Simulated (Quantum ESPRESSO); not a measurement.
**SiF: zone-centre phonons under several settings**

```xyz
2
Lattice="3.0286 0.0000 0.0000 0.0000 3.0286 0.0000 0.0000 0.0000 3.0286" Properties=species:S:1:pos:R:3 pbc="T T T"
Si    1.5143    1.5143    1.5143
F     0.0000    0.0000    0.0000
```

The cell was built by a generator and needn't be a form met in nature.

All runs used Quantum ESPRESSO 7.5; k mesh 6 × 6 × 6, shifted; relaxed cell; no spin polarisation; cutoff 1143 eV; occupations fermi-dirac, width 0.05 eV.

| level | potentials | volume (Å³/atom) | lowest optical mode without the field (cm⁻¹) |
| --- | --- | --- | --- |
| LDA | PseudoDojo 0.4.1 SR LDA standard | 12.86 | 139i |
| PBE | PseudoDojo 0.4.1 SR PBE standard | ? | ? |
| PBEsol | PseudoDojo 0.4.1 SR PBEsol standard | 13.21 | 141i |
| RPBE | PseudoDojo 0.4.1 SR PBE standard | 14.25 | 152i |
| AM05 | PseudoDojo 0.4.1 SR PBE standard | 13.22 | 142i |

**Question.** What stands in the row left open?

**Answer.** Volume 13.86 Å³/atom; lowest optical mode without the field 146i cm⁻¹.

Values marked i are imaginary: the cell is unstable against those modes at that level, or the meshes are too thin.

Caveats: the mesh is thin for the phonons of a metal; some modes are imaginary; an odd number of electrons without spin polarisation forces a metal; a magnetic or distorted state may lie lower; the potentials were made for another functional, which shifts forces and pressure (some runs).

For the row left open. Caveat: the k mesh is coarse; the mesh is thin for the phonons of a metal; some modes are imaginary; an odd number of electrons without spin polarisation forces a metal; a magnetic or distorted state may lie lower.
